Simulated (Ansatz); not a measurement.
# HO2 (hydroperoxy): UBLYP/def2-TZVPPD

Aim: the electronic atomisation energy of HO2 (hydroperoxy) at UBLYP/def2-TZVPPD, from 3 runs. 

Program for the calculation: Ansatz 0.2.0.

33 further runs of the same task are left out: 33 set aside as unsound or not needed.

## (1) The molecule

HO2 has 3 atoms, charge 0, and is taken as a doublet. As SMILES, `[O]O`. The coordinates come from a PBE0-D4/def2-TZVP relaxation.

Bond lengths: O1–O2 1.309 Å, O2–H3 0.975 Å. Angles: O1–O2–H3 105.8°.

## (2) The energy at UBLYP/def2-TZVPPD

job.yaml reads:

```yaml
crystal:
  periodic: [false, false, false]
  atoms:
    - {symbol: O, position_ang: [-0.355150, 0.941950, -0.088650]}
    - {symbol: O, position_ang: [-0.244540, -0.359400, -0.172440]}
    - {symbol: H, position_ang: [0.599690, -0.582550, 0.261090]}
basis:
  gaussian: {orbitals: def2-TZVPPD.json}
magnetization: {spin_polarized: true, initial_magnetization: 1}
hamiltonian: {xc: {name: BLYP}}
accuracy: high
output: {orbitals: {seedname: orbitals}}
```

The basis set def2-TZVPPD is read from a file made from the Basis Set Exchange's data (not shown).

Command:

```bash
ansatz run job.yaml --threads 1 --pin off --max-ram 3480MiB --events-out events.jsonl --progress --plain --runs-dir runs
```

Output:

```text
Warning: RAYON_NUM_THREADS=1 ignored (pool sized by the plan → 1); use --threads N
Functional definition: BLYP
  name "BLYP"
  parameter beta = 0.0042
  parameter a = 0.04918
  parameter b = 0.132
  parameter c = 0.2533
  parameter d = 0.349
  exchange = b88_x(beta = beta)
  correlation = lyp_c(a = a, b = b, c = c, d = d)
1482 factors; integrals over basis functions are off by at most 3.7e-9 eV
mean field evaluation 1: about -4105.8794 eV, gradient 2.6e1 eV
mean field evaluation 2: about -4102.3916 eV, gradient 4.0e1 eV
mean field evaluation 4: about -4108.0534 eV, gradient 2.0e0 eV
mean field evaluation 8: about -4108.0670 eV, gradient 9.4e-2 eV
mean field evaluation 16: about -4108.0670 eV, gradient 2.2e-5 eV
mean field evaluation 32: about -4107.0741 eV, gradient 1.2e0 eV
mean field -4108.06703505 eV, -150.9686789904 hartree, gradient 3.4e-8 eV, S^2 0.752440; 4 other end points of the search recorded, 0 dependent functions left out
reference -4108.06707680 eV, -150.9686805245 hartree; 9, 8 occupied and 88, 89 virtual orbitals, 1482 factors
Total energy: -4108.06707680 eV, -150.9686805245 hartree
```

Wall time 6.6 s (1 thread of Arm Neoverse V1, shared host); peak memory 0.22 GiB.

## (3) The H atom, same level

molecule.yaml reads:

```yaml
crystal:
  periodic: [false, false, false]
  atoms:
    - symbol: H
      position_ang: [0.000000, 0.000000, 0.000000]
basis:
  gaussian: {orbitals: def2-TZVPPD.json}
magnetization: {spin_polarized: true, initial_magnetization: 1}
hamiltonian: {xc: {name: BLYP}}
accuracy: high
```

The basis set def2-TZVPPD is read from a file made from the Basis Set Exchange's data (not shown).

Command:

```bash
ansatz run molecule.yaml --threads 1 --pin off --max-ram 3480MiB --events-out events.jsonl --progress --plain --runs-dir runs
```

Output, cut to the lines that bear on the results:

```text
Warning: RAYON_NUM_THREADS=1 ignored (pool sized by the plan → 1); use --threads N
[... 9 set-up lines as earlier in the session ...]
117 factors; integrals over basis functions are off by at most 2.6e-9 eV
mean field evaluation 1: about -13.5339 eV, gradient 6.6e-1 eV
mean field evaluation 2: about -13.5391 eV, gradient 9.9e-2 eV
mean field evaluation 4: about -13.5391 eV, gradient 1.0e-3 eV
mean field evaluation 8: about -13.5391 eV, gradient 6.3e-10 eV
mean field -13.53905511 eV, -0.4975510982 hartree, gradient 1.3e-9 eV, S^2 0.750000; 0 other end points of the search recorded, 0 dependent functions left out
reference -13.53908547 eV, -0.4975522139 hartree; 1, 0 occupied and 16, 17 virtual orbitals, 117 factors
Total energy: -13.53908547 eV, -0.4975522139 hartree
```

Run time: 0.16 s. Hardware: 1 thread of Arm Neoverse V1, shared host.

## (4) The O atom, same level

molecule.yaml reads:

```yaml
crystal:
  periodic: [false, false, false]
  atoms:
    - {symbol: O, position_ang: [0.000000, 0.000000, 0.000000]}
basis:
  gaussian: {orbitals: def2-TZVPPD.json}
magnetization: {spin_polarized: true, initial_magnetization: 2}
accuracy: high
hamiltonian: {xc: {name: BLYP}}
```

The basis set def2-TZVPPD is read from a file made from the Basis Set Exchange's data (not shown).

Run the same way, it converges to -75.08619 Eh (log not shown).

## (5) Outcome

At UBLYP/def2-TZVPPD:

| quantity | value |
| --- | --- |
| molecule: total energy | -150.96868 Eh |
| molecule: HOMO energy (highest over α and β) | -6.20 eV |
| molecule: LUMO energy (lowest over α and β) | -4.68 eV |
| molecule: ⟨S²⟩ | 0.752 |
| H atom: total energy | -0.49755 Eh |
| H atom: ⟨S²⟩ | 0.750 |
| O atom: total energy | -75.08619 Eh |
| O atom: ⟨S²⟩ | 2.003 |
| electronic atomisation energy | 8.129 eV |

What this shows: Taking the molecule apart into free atoms costs 8.13 eV (784 kJ/mol), before zero-point energy and without spin-orbit coupling.
